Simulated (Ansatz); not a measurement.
Runs of Ansatz 0.2.0 on NaLaMnMoO6. It takes space group Cm (No. 8, monoclinic). Conventional cell: a = 9.445 Å, b = 5.474 Å, c = 5.485 Å, α = 90.00°, β = 125.39°, γ = 90.00°. Na (site symmetry m) is surrounded by 7 O at 2.42 to 2.76 Å. La (site symmetry m) is surrounded by 7 O at 2.43 to 2.76 Å. Mn (site symmetry m) is surrounded by 6 O at 1.94 to 1.95 Å. Mo (site symmetry m) has 6 O at 1.96 to 1.98 Å as nearest neighbours. O (site symmetry 1) has 1 Mn at 1.94 Å and 1 Mo at 1.97 Å as nearest neighbours. O (site symmetry m) is surrounded by 1 Mn at 1.94 Å and 1 Mo at 1.96 Å. Around O (site symmetry m) lie 1 Mn at 1.95 Å and 1 Mo at 1.98 Å. O (site symmetry 1) is surrounded by 1 Mn at 1.94 Å and 1 Mo at 1.97 Å. The cell was built by a generator and needn't be a form met in nature.

```tsv
task	level	potentials or basis	k mesh	cutoff (eV)	mesh quality	gap on the mesh (eV)	moment (μB)	largest force (eV/Å)
single point	PBE	Ansatz PAW earlier set	6 × 6 × 6	900	not flagged	none	(b)	0.11
phonons	PBE	Ansatz PAW	4 × 4 × 4	420	not flagged	none	1.45	-
single point	B3LYP	Ansatz PAW	3 × 3 × 3	420	coarse	none	(a)	0.54
single point	r2SCANh	Ansatz PAW	3 × 3 × 3	500	coarse	none	1.66	0.58
```

Alike in all rows: spin collinear, ferromagnetic start; cell as given; smearing fermi-dirac 0.05 eV.

Estimate the missing entries.

(a) 1.59; (b) 1.95.

Caveats: some runs use coarse meshes; a cell with one magnetic atom can't hold antiferromagnetic order, which such compounds often take; semilocal functionals often make such compounds metallic where correlation or magnetic order opens a gap, which also shifts bond lengths (some runs); the magnetic or orbital state may not be the lowest (some runs); the PAW data sets come from PBE, with cores solved anew for the run's functional, which leaves a small shift of forces and pressure (some runs); the potentials were made for another functional, which shifts forces and pressure (some runs).

A k mesh can miss the band edges, and the runs leave out spin-orbit coupling on La, Mo.

A gap of «none» marks a metal or a gap under the smearing width.

Not every run made on this cell is shown here.
